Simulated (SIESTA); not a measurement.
The system is CsLiCr2Te2S3.

```
Cs Li Cr Te S
1.0
     6.10792   -0.01886    0.00581
    -2.28822    5.93151    0.00333
    -1.38462   -2.19395    7.56260
Cs Li Cr Te S
1 1 2 2 3
Cartesian
  -1.2214 -1.5781 7.5175
  1.3578 2.1786 4.3464
  -1.4737 1.7002 4.3877
  1.8244 -1.0105 4.0654
  1.1800 3.9224 2.1382
  -1.8529 3.2545 2.2636
  2.9223 0.6352 5.3580
  -0.5181 3.2438 5.6675
  -0.0026 0.2938 3.6808
```

The cell was built by a generator and needn't be a form met in nature.

```yaml
Program: SIESTA 5.4.2
Task: single point
Functional: PBE
Potentials_or_basis: PseudoDojo 0.4 standard (PBE files)
Basis: DZP (energy shift 0.003 Ry; two zetas on semicore shells; d shell added on Cs)
Grid_cutoff: 800 Ry
Energy_shift: 0.003 Ry
k_mesh: 5 × 5 × 4
Occupations: fermi-dirac, width 0.05 eV
Spin: collinear spin, ferromagnetic start
Starting_moments: "[0.0, 0.0, 3.0, 3.0, 0.0, 0.0, 0.0, 0.0, 0.0] μB"
```

On this cell: pressure 0.6 GPa; largest force 0.298 eV/Å; net moment 5.46 μB per cell; site moments Cs -0.03; Li -0.03; Cr +2.89, +3.33; Te -0.12, -0.22; S -0.08, -0.13, -0.15 μB; band gap on the k mesh none (metal or under the smearing width).

The same run follows on a disturbed copy (atoms moved at random, drawn with an rms of 0.05 Å):

```
CELL_PARAMETERS angstrom
6.10792 -0.01886 0.00581
-2.28822 5.93151 0.00333
-1.38462 -2.19395 7.56260
ATOMIC_POSITIONS crystal
Cs 0.05523 0.10130 0.99062
Li 0.56598 0.58501 0.57913
Cr 0.08345 0.50092 0.58422
Cr 0.43449 0.02965 0.53594
Te 0.53868 0.76109 0.27624
Te 0.00960 0.66019 0.30391
S 0.77123 0.36285 0.70418
S 0.39870 0.83032 0.74894
S 0.19175 0.23372 0.48538
```

**Question.** What does the disturbed cell give?

**Answer.** The energy (extrapolated to zero smearing) moves by +5.9 meV/atom; pressure 0.8 GPa; largest force 0.844 eV/Å; net moment 5.48 μB per cell; site moments Cs -0.03; Li -0.03; Cr +2.87, +3.35; Te -0.11, -0.22; S -0.08, -0.13, -0.15 μB; band gap on the k mesh none (metal or under the smearing width).

Forces in eV/Å, atoms in the order of the input:
```
Cs   0.038 -0.001  0.032
Li   0.226  0.036 -0.065
Cr  -0.736  0.299  0.237
Cr  -0.275  0.063 -0.237
Te   0.143  0.150  0.020
Te  -0.198 -0.173 -0.186
S    0.263  0.348  0.207
S   -0.050 -0.154  0.188
S    0.591 -0.569 -0.197
```

Stress tensor (GPa, compression positive):
```
 1.32 -0.12  0.04
-0.12  0.73  0.36
 0.04  0.36  0.36
```

Caveats: the basis of atomic orbitals isn't converged, which shifts pressures, moduli and gaps; only a ferromagnetic start was run, and an antiferromagnetic order may lie lower in energy.
